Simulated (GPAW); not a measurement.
Write an ASE script for GPAW 26.7.0 that does the following.

| Property | Result |
| --- | --- |
| Task | relaxation of cell and atoms |
| Functional | PW91 |
| Potentials or basis | PAW data sets generated in the run's folder for this functional |
| Cutoff | 600 eV |
| Basis | pw |
| k mesh | 8 × 8 × 8 |
| Occupations | fermi-dirac, width 0.05 eV |
| Spin | no spin polarisation |
| Maxiter | 150 |
| Optimizer | BFGS |
| Fmax | 0.02 eV/Å |
| Max steps | 60 |

The structure of NbSi lies in NbSi.xyz:

```xyz
2
Lattice="0.0000000000 2.5738300000 2.5738300000 2.5738300000 0.0000000000 2.5738300000 2.5738300000 2.5738300000 0.0000000000" Properties=species:S:1:pos:R:3 pbc="T T T"
Nb     0.0000000000      0.0000000000      0.0000000000
Si     2.5738300000      2.5738300000      2.5738300000
```

The cell was built by a generator and needn't be a form met in nature.

The input as run:

run.py

```python
from ase.filters import FrechetCellFilter
from ase.io import read, write
from ase.optimize import BFGS
from gpaw import GPAW, PW, setup_paths

setup_paths.insert(0, '.')

atoms = read('NbSi.xyz')

calc = GPAW(mode=PW(600),
            xc='GGA_X_PW91+GGA_C_PW91',
            kpts={'size': (8, 8, 8), 'gamma': True},
            occupations={'name': 'fermi-dirac', 'width': 0.05},
            nbands=19,
            convergence={'density': 1e-05, 'energy': 1e-05},
            maxiter=150,
            txt='gpaw.txt')
atoms.calc = calc
opt = BFGS(FrechetCellFilter(atoms), trajectory='relax.traj', logfile='-')
done = opt.run(fmax=0.02, steps=60)
calc.write('gs.gpw')
write('result.traj', atoms)
print('Converged:', done)
print('Cell:', atoms.cell.cellpar().round(4))
print('Volume:', round(atoms.get_volume(), 4))
print(atoms.get_scaled_positions().round(5))
```

Potentials or basis: PAW data sets generated in the run's folder for this functional, pw.

Run with:

```bash
$ gpaw-setup -f GGA_X_PW91+GGA_C_PW91 Nb Si
$ OMP_NUM_THREADS=1 python run.py
```

It gave:

| Quantity | Value |
| --- | --- |
| Pressure after relaxing | 0.1 GPa |
| Band gap on the k mesh | none (metal or under the smearing width) |

Caveat: the relaxation stopped at its first step, so nothing moved; later steps reuse the first step's grids.

Run time: 21 s on 1 thread of Arm Neoverse V1 (shared host), peak memory 0.15 GiB.
